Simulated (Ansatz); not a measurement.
Geometry optimisation, DFT PBE-D3(BJ), scalar-relativistic, plane waves, PAW in Ansatz 0.2.0.

Input file:

```yaml
crystal:
  lattice:
    - [8.1, 0.0, 0.0]
    - [0.0, 8.1, 0.0]
    - [0.0, 0.0, 8.1]
  atoms:
    - { symbol: Al, position: [0.5, 0.0, 0.0] }
    - { symbol: Al, position: [0.75, 0.25, 0.0] }
    - { symbol: Al, position: [0.75, 0.0, 0.25] }
    - { symbol: Al, position: [0.0, 0.0, 0.0] }
    - { symbol: Al, position: [0.25, 0.25, 0.0] }
    - { symbol: Al, position: [0.5, 0.5, 0.0] }
    - { symbol: Al, position: [0.75, 0.75, 0.0] }
    - { symbol: Al, position: [0.25, 0.0, 0.25] }
    - { symbol: Al, position: [0.5, 0.25, 0.25] }
    - { symbol: Al, position: [0.75, 0.5, 0.25] }
    - { symbol: Al, position: [0.5, 0.0, 0.5] }
    - { symbol: Al, position: [0.75, 0.25, 0.5] }
    - { symbol: Al, position: [0.75, 0.0, 0.75] }
    - { symbol: Al, position: [0.0, 0.5, 0.0] }
    - { symbol: Al, position: [0.25, 0.75, 0.0] }
    - { symbol: Al, position: [0.0, 0.25, 0.25] }
    - { symbol: Al, position: [0.25, 0.5, 0.25] }
    - { symbol: Al, position: [0.5, 0.75, 0.25] }
    - { symbol: Al, position: [0.0, 0.0, 0.5] }
    - { symbol: Al, position: [0.25, 0.25, 0.5] }
    - { symbol: Al, position: [0.5, 0.5, 0.5] }
    - { symbol: Al, position: [0.75, 0.75, 0.5] }
    - { symbol: Al, position: [0.25, 0.0, 0.75] }
    - { symbol: Al, position: [0.5, 0.25, 0.75] }
    - { symbol: Al, position: [0.75, 0.5, 0.75] }
    - { symbol: Al, position: [0.0, 0.75, 0.25] }
    - { symbol: Al, position: [0.0, 0.5, 0.5] }
    - { symbol: Al, position: [0.25, 0.75, 0.5] }
    - { symbol: Al, position: [0.0, 0.25, 0.75] }
    - { symbol: Al, position: [0.25, 0.5, 0.75] }
    - { symbol: Al, position: [0.5, 0.75, 0.75] }
    - { symbol: Al, position: [0.0, 0.75, 0.75] }
    - { symbol: As, position: [0.0016982, 0.7459887, 0.0048193] }
basis:
  ecutwfc: 420.0
kpoints:
  mp_grid: { grid: [2, 2, 2] }
hamiltonian:
  xc: pbe
  dispersion: d3bj
  pseudopotentials: { kind: paw, azcp: { folder: soft_1 } }
scf:
  occupations: { method: fermi_dirac, width: 0.05 }
  lower_state_search: "off"
relax:
  f_tol: 0.08
  max_steps: 25
  adjacent_minimum: "off"
output:
  write_density: true
  write_potential: true
  elf: true
  volumetric_format: npy
```

Launched with:

```bash
$ ansatz run input.yaml --threads 2 --pin off --max-ram 5120MiB --backend cpu --events-out ev --progress --plain --runs-dir out
```

Question: Where does it end, and by what steps?

Answer: The forces met the threshold. The threshold is loose, so the end isn't yet a minimum. The force dipped under the threshold on the way, but the program's further checks kept it going. Limits of this set-up: coarse k mesh, odd electron count without spin, a small cell, in which the defect meets its images. After 4 steps the energy has fallen by 9.152 eV; Al26 moved furthest, 0.45 Å. The start is strongly strained (largest force component 10 eV/Å).

```tsv
step	energy less start (eV)	largest force component (eV/Å)	accepted
0	0.0000	9.741	yes
1	-6.5329	3.731	yes
2	-8.7404	1.331	yes
3	-9.1521	0.074	yes
4	-9.1521	0.074	yes
```

```xyz
33
Lattice="8.1000 0.0000 0.0000 0.0000 8.1000 0.0000 0.0000 0.0000 8.1000" Properties=species:S:1:pos:R:3
Al 4.051 0.115 0.001
Al 5.960 2.023 0.001
Al 6.060 0.015 2.041
Al -0.002 0.444 -0.002
Al 2.139 2.023 0.001
Al 4.051 3.935 0.001
Al 5.630 6.076 -0.002
Al 2.041 0.014 2.041
Al 4.050 2.025 2.052
Al 6.060 4.034 2.041
Al 4.050 0.026 4.051
Al 6.049 2.025 4.051
Al 6.060 0.015 6.061
Al -0.002 3.597 -0.002
Al 2.477 6.076 -0.002
Al 0.001 2.023 2.140
Al 2.041 4.034 2.041
Al 4.051 6.074 2.140
Al 0.001 0.115 4.052
Al 2.052 2.025 4.051
Al 4.050 4.023 4.051
Al 5.960 6.074 4.052
Al 2.041 0.015 6.061
Al 4.050 2.025 6.049
Al 6.060 4.034 6.061
Al -0.002 6.076 2.479
Al 0.001 3.935 4.052
Al 2.139 6.074 4.052
Al 0.001 2.023 5.960
Al 2.041 4.034 6.061
Al 4.051 6.074 5.960
Al -0.002 6.076 5.632
As 0.006 6.067 0.009
```

Whether the end is a true minimum wasn't checked by a vibrational analysis.

The run took 51 s on 2 threads of Intel(R) Xeon(R) Platinum 8259CL CPU @ 2.50GHz (Skylake/Cascade Lake) (shared host), peak memory 1.1 GiB.
